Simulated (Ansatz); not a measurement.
**AlAs+ (doublet): the correlation ladder at distance Al1–As2 = 5.519 Å, cc-pVDZ**

How much of the correlation energy of AlAs+ (doublet) does each wave-function method recover here?

Method: cc-pVDZ, core rule «outside noble gas», up to 19 orbitals frozen; program: Ansatz 0.2.0, Gaussian basis.

To be run: UHF; CCSD(T) on ROHF; CCSD(T) on UHF; BCCD(T) on ROHF; CISD; CCSDT(Q) on ROHF; CCSDT(Q) on UHF; CASSCF and MRCISD+Q, 3 electrons in 3 orbitals; CASSCF and NEVPT2, 3 electrons in 3 orbitals; CASSCF and MRCISD+Q, 7 electrons in 8 orbitals; CASSCF and NEVPT2, 7 electrons in 8 orbitals; Full CI.

28 further runs of the same task are left out: 8 for a known fault of the program, 13 that didn't finish, 7 set aside as unsound or not needed.

## Step 1: What is computed

The geometry derives from a PBE0/def2-TZVP stationary point (not a proven minimum). One bond is set to the value named and the two fragments are kept rigid. No spin-orbit coupling is included. The filled d shell of As may be among the frozen orbitals whatever the setting's name suggests; the logs give the count.

2 atoms, charge 1, spin multiplicity 2.

Atoms are counted from 1 here; the program's logs count them from 0.

No contacts short enough for the rule that draws bonds.

## Step 2: UHF

Contents of in.yaml:

```yaml
crystal:
  periodic: [false, false, false]
  atoms:
    - {symbol: Al, position_ang: [0.000000, 0.000000, 0.000000]}
    - {symbol: As, position_ang: [0.000000, 0.000000, 5.519000]}
basis:
  gaussian: {orbitals: cc-pVDZ}
total_charge: 1
magnetization: {spin_polarized: true, initial_magnetization: 1}
hamiltonian: {xc: hf}
output: {orbitals: {seedname: orbitals}}
```

Command:

```sh
ansatz run in.yaml --threads 1 --pin off --events-out ev --progress --plain --max-ram 2393MiB
```

The runs that follow: CCSD(T) on ROHF; CCSD(T) on UHF; BCCD(T) on ROHF; CISD; CCSDT(Q) on ROHF; CCSDT(Q) on UHF; CASSCF and MRCISD+Q, 3 electrons in 3 orbitals; CASSCF and NEVPT2, 3 electrons in 3 orbitals; CASSCF and MRCISD+Q, 7 electrons in 8 orbitals; CASSCF and NEVPT2, 7 electrons in 8 orbitals; Full CI.

Q: Predict the results of all the runs planned. Wanted: FCI below the RHF energy; RMP2 from FCI; UMP2 from FCI; RCCSD from FCI; RCCSD(T) from FCI; UCCSD(T) from FCI; RCCSDT(Q) from FCI; UCCSDT(Q) from FCI; NEVPT2 pair from FCI.

The runs gave:

```
                         quantity                                                   value
         FCI below the RHF energy                                              -3.6078 eV
                    RMP2 from FCI                                             +1215.8 meV
                    UMP2 from FCI                                              +244.4 meV
                   RCCSD from FCI                                              +201.4 meV
                RCCSD(T) from FCI                                               +99.0 meV
                UCCSD(T) from FCI                                             -1206.2 meV
               RCCSDT(Q) from FCI                                                -0.1 meV
               UCCSDT(Q) from FCI                                                +2.7 meV
             NEVPT2 pair from FCI                                              +721.3 meV
           MRCISD+Q pair from FCI                                               -68.5 meV
          NEVPT2 valence from FCI                                              +509.2 meV
levels within 1 kcal/mol (43 meV)  RCCSDT, UCCSDT, RCCSDT(Q), UCCSDT(Q), MRCISD+Q valence
                    T1 diagnostic                                                   0.015
   effectively unpaired electrons                                                    2.78
```

What this shows: RCCSD(T) misses by +99.0 meV, 2.7 % of the correlation energy. CCSD(T) misses by +99.0 meV on the restricted determinant and by -1206.2 meV on the unrestricted one; the two need not hold the same state or core. UCCSD, UCCSD(T), MRCISD+Q pair, MRCISD+Q valence fall below full CI: unrestricted runs freeze a spin-polarised core, another one than full CI's, and coupled cluster isn't variational. With 2.8 effectively unpaired electrons against 1 the state is strongly multireference. Coupled cluster on one determinant still stays close here. Of the multireference levels listed MRCISD+Q valence comes nearest in total energy (-37.7 meV), which doesn't show that its space is the better one. These misses are within one basis, not against nature; the frozen cores of restricted and unrestricted runs differ, which can shift their rows.
